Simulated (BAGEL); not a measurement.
# C2H2BN (SMILES B[C]C#N) at ROHF/def2-SVPD (density fitting with qzvpp-jkfit)

Aim: the vertical electron affinity of C2H2BN at ROHF/def2-SVPD (density fitting with qzvpp-jkfit), from 2 runs. 

The results are computed with BAGEL 1.2.2.

22 further runs of the same task are left out: 1 that didn't finish, 21 set aside as unsound or not needed.

### Step 1. The molecule

C2H2BN: 6 atoms, total charge 0, spin state triplet. As SMILES, `B[C]C#N`. Geometry: relaxed at GFN2-xTB.

Bond lengths: B1–C2 1.467 Å, C2–C3 1.297 Å, C3–N4 1.187 Å, B1–H5 1.172 Å, B1–H6 1.173 Å. Angles: B1–C2–C3 179.7°, C2–C3–N4 179.9°, C2–B1–H5 120.4°, C2–B1–H6 120.3°, H5–B1–H6 119.3°.

### Step 2. A single-point energy at ROHF/def2-SVPD (density fitting with qzvpp-jkfit)

job.json reads:

```json
{ "bagel" : [

{
  "title" : "molecule",
  "basis" : "def2-svpd.json",
  "df_basis" : "qzvpp-jkfit",
  "angstrom" : true,
  "geometry" : [
    { "atom" : "B", "xyz" : [      -0.573930,       0.997560,      -0.188130 ] },
    { "atom" : "C", "xyz" : [       0.149480,      -0.256980,       0.044000 ] },
    { "atom" : "C", "xyz" : [       0.788000,      -1.365760,       0.256030 ] },
    { "atom" : "N", "xyz" : [       1.370220,      -2.382130,       0.449290 ] },
    { "atom" : "H", "xyz" : [      -0.992760,       1.252310,      -1.252840 ] },
    { "atom" : "H", "xyz" : [      -0.741000,       1.755000,       0.691650 ] }
  ]
},

{ "title" : "rohf", "nopen" : 2 },

{ "title" : "print", "file" : "orbitals.molden", "orbitals" : true }

]}
```

The basis set def2-SVPD is read from a file made from the Basis Set Exchange's data (not shown).

On the command line:

```console
$ BAGEL_NUM_THREADS=1 BAGEL job.json > job.out
```

Output:

```text
* using 1 threads per process

  ===============================================================
  ===============================================================

  *** Geometry ***

  { "atom" : "B", "xyz" : [     -1.084571,      1.885115,     -0.355514 ] },
  { "atom" : "C", "xyz" : [      0.282476,     -0.485622,      0.083148 ] },
  { "atom" : "C", "xyz" : [      1.489104,     -2.580912,      0.483827 ] },
  { "atom" : "N", "xyz" : [      2.589341,     -4.501573,      0.849035 ] },
  { "atom" : "H", "xyz" : [     -1.876045,      2.366523,     -2.367524 ] },
  { "atom" : "H", "xyz" : [     -1.400287,      3.316469,      1.307029 ] },

  Number of auxiliary basis functions:      338

  Since a DF basis is specified, we compute 2- and 3-index integrals:
    o Being stored without compression. Storage requirement is 0.025 GB

  Number of basis functions:       96
  Number of electrons      :       26

    * METHOD: MOLECULE                             0.12

  *** Open-shell HF ***

  === Nuclear Repulsion ===
    74.5604095496

      * DIIS with orbital gradients will be used.

  === ROHF iteration (def2-svpd.json) ===
      0       -155.67474392          0.02321526           0.06
      1       -155.73384342          0.01910752           0.07
      2       -155.73322434          0.01982694           0.07
      3       -155.78439636          0.00218355           0.07
      4       -155.78545232          0.00092784           0.07
      5       -155.78631988          0.00064762           0.07
      6       -155.78676998          0.00037938           0.07
      7       -155.78698267          0.00013031           0.07
      8       -155.78730906          0.00004400           0.06
      9       -155.78736786          0.00002062           0.07
     10       -155.78737502          0.00001264           0.07
     11       -155.78737806          0.00000503           0.07
     12       -155.78737845          0.00000313           0.09
     13       -155.78737865          0.00000199           0.07
     14       -155.78737883          0.00000093           0.07
     15       -155.78737912          0.00000040           0.07
     16       -155.78737942          0.00000030           0.08
     17       -155.78737944          0.00000012           0.07
     18       -155.78737947          0.00000005           0.07
     19       -155.78737948          0.00000003           0.07
     20       -155.78737948          0.00000001           0.07
     21       -155.78737949          0.00000001           0.07
    * SCF iteration converged.

    * S^2 (ROHF) is 2.0000

    * Permanent dipole moment:
           (    0.594907,    -1.037514,     0.197368) a.u.

    * METHOD: ROHF                                 1.67

    * METHOD: PRINT                                0.01

  ===============================================================
```

Run time: 1.9 s. Hardware: 1 thread of Intel Xeon Platinum 8375C at 2.90GHz (Ice Lake), shared host; peak memory 0.093 GiB.

### Step 3. The doublet anion

input.json reads:

```json
{ "bagel": [

{
  "title": "molecule",
  "basis": "def2-svpd.json",
  "df_basis": "qzvpp-jkfit",
  "angstrom": true,
  "geometry": [
    { "atom": "B", "xyz": [      -0.573930,       0.997560,      -0.188130 ] },
    { "atom": "C", "xyz": [       0.149480,      -0.256980,       0.044000 ] },
    { "atom": "C", "xyz": [       0.788000,      -1.365760,       0.256030 ] },
    { "atom": "N", "xyz": [       1.370220,      -2.382130,       0.449290 ] },
    { "atom": "H", "xyz": [      -0.992760,       1.252310,      -1.252840 ] },
    { "atom": "H", "xyz": [      -0.741000,       1.755000,       0.691650 ] }
  ]
},

{
  "title": "rohf",
  "charge": -1,
  "nopen": 1
},

{
  "title": "print",
  "file": "orbitals.molden",
  "orbitals": true
}

]}
```

The basis set def2-SVPD is read from a file made from the Basis Set Exchange's data (not shown).

On the command line:

```console
$ BAGEL_NUM_THREADS=1 BAGEL input.json > input.out
```

Output:

```text
* using 1 threads per process

  ===============================================================
  ===============================================================

  *** Geometry ***

  { "atom" : "B", "xyz" : [     -1.084571,      1.885115,     -0.355514 ] },
  { "atom" : "C", "xyz" : [      0.282476,     -0.485622,      0.083148 ] },
  { "atom" : "C", "xyz" : [      1.489104,     -2.580912,      0.483827 ] },
  { "atom" : "N", "xyz" : [      2.589341,     -4.501573,      0.849035 ] },
  { "atom" : "H", "xyz" : [     -1.876045,      2.366523,     -2.367524 ] },
  { "atom" : "H", "xyz" : [     -1.400287,      3.316469,      1.307029 ] },

  Number of auxiliary basis functions:      338

  Since a DF basis is specified, we compute 2- and 3-index integrals:
    o Being stored without compression. Storage requirement is 0.025 GB

  Number of basis functions:       96
  Number of electrons      :       26

    * METHOD: MOLECULE                             0.12

  *** Open-shell HF ***

  === Nuclear Repulsion ===
    74.5604095496

      * DIIS with orbital gradients will be used.

  === ROHF iteration (def2-svpd.json) ===
      0       -155.68747741          0.02940991           0.10
      1       -155.80843133          0.01863337           0.08
      2       -155.82538511          0.01453680           0.07
      3       -155.85211115          0.00288274           0.09
      4       -155.85311868          0.00091725           0.09
      5       -155.85338870          0.00030019           0.08
      6       -155.85348250          0.00019958           0.09
      7       -155.85352629          0.00012752           0.10
      8       -155.85354798          0.00006171           0.11
      9       -155.85358537          0.00002770           0.11
     10       -155.85361032          0.00001506           0.11
     11       -155.85361555          0.00000800           0.09
     12       -155.85361399          0.00000430           0.11
     13       -155.85361555          0.00000140           0.11
     14       -155.85361561          0.00000062           0.12
     15       -155.85361567          0.00000039           0.11
     16       -155.85361566          0.00000025           0.11
     17       -155.85361571          0.00000016           0.10
     18       -155.85361574          0.00000008           0.12
     19       -155.85361575          0.00000004           0.13
     20       -155.85361577          0.00000002           0.12
     21       -155.85361577          0.00000001           0.12
     22       -155.85361578          0.00000000           0.08
    * SCF iteration converged.

    * S^2 (ROHF) is 0.7500

    * Permanent dipole moment:
           (    0.231379,    -0.403461,     0.077147) a.u.

    * METHOD: ROHF                                 2.47

    * METHOD: PRINT                                0.01

  ===============================================================
```

Run time: 2.8 s. Hardware: 1 thread of Intel Xeon Platinum 8375C at 2.90GHz (Ice Lake), shared host; peak memory 0.093 GiB.

### Step 4. Results

Level: ROHF/def2-SVPD (density fitting with qzvpp-jkfit).

| quantity | value |
| --- | --- |
| triplet C2H2BN: total energy | -155.78738 Eh |
| triplet C2H2BN: dipole moment | 3.08 D |
| triplet C2H2BN: ⟨S²⟩ | 2.000 |
| doublet anion: total energy | -155.85362 Eh |
| doublet anion: ⟨S²⟩ | 0.750 |
| vertical electron affinity (to the doublet anion) | 1.802 eV |

At fixed nuclei the extra electron is bound by 1.80 eV (42 kcal/mol).
